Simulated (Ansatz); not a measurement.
# YSbS5: the cost of one run

Program: Ansatz 0.2.0. Level of theory: DFT PBE, scalar-relativistic, plane waves, PAW. These are calculated values, not measurements.

### Step 1. The structure to begin with

Symmetry: P4/mmm, No. 123, tetragonal system. The conventional cell has a = 4.456 Å, b = 4.456 Å, c = 8.003 Å, α = 90.00°, β = 90.00°, γ = 90.00°. Y (site symmetry 4/mmm) is surrounded by 8 S at 2.76 Å. Sb (site symmetry 4/mmm) has 12 S at 3.15 to 3.26 Å as nearest neighbours. S (site symmetry 4/mmm) is surrounded by 4 Sb at 3.15 Å. S (site symmetry 2mm) has 2 Y at 2.76 Å and 2 Sb at 3.26 Å as nearest neighbours.

Structure file:

```
Y Sb S
1.0
     4.45567    0.00000    0.00000
     0.00000    4.45567    0.00000
     0.00000    0.00000    8.00288
Y Sb S
1 1 5
Direct
  0.00000 0.00000 0.50000
  0.50000 0.50000 0.00000
  0.00000 0.00000 0.00000
  0.50000 0.00000 0.70299
  0.00000 0.50000 0.70299
  0.50000 0.00000 0.29701
  0.00000 0.50000 0.29701
```

The cell is invented: species swapped into a database cell of AgPPt5 (P4/mmm, No. 123), with Sb on the Ag sites, Y on the P sites and S on the Pt sites. The dimensions are guesses.

### Step 2. A first look at the guess

The input, input.yaml:

```yaml
crystal:
  lattice:
    - [4.45566924, 0.0, 0.0]
    - [0.0, 4.45566924, 0.0]
    - [0.0, 0.0, 8.00287527]
  atoms:
    - { symbol: "Y", position: [0.0, 0.0, 0.5] }
    - { symbol: Sb, position: [0.5, 0.5, 0.0] }
    - { symbol: S, position: [0.0, 0.0, 0.0] }
    - { symbol: S, position: [0.5, 0.0, 0.70299399] }
    - { symbol: S, position: [0.0, 0.5, 0.70299399] }
    - { symbol: S, position: [0.5, 0.0, 0.29700601] }
    - { symbol: S, position: [0.0, 0.5, 0.29700601] }
basis:
  ecutwfc: 420
kpoints:
  mp_grid: { grid: [4, 4, 2] }
hamiltonian:
  xc: pbe
scf:
  occupations: { method: gaussian, width: 0.1 }
  lower_state_search: "off"
output:
  forces: true
  stress: true
  eigenvalues: true
```

Run with:

```console
$ ansatz run input.yaml --threads 1 --pin off --max-ram 2048MiB --backend cpu --events-out ev --progress --plain --runs-dir out
```

Q: Estimate wall time and peak memory on 1 thread of Intel Xeon Platinum 8259CL at 2.50GHz (Skylake/Cascade Lake), shared host.

About 4.5 s, with a peak of 0.47 GiB.
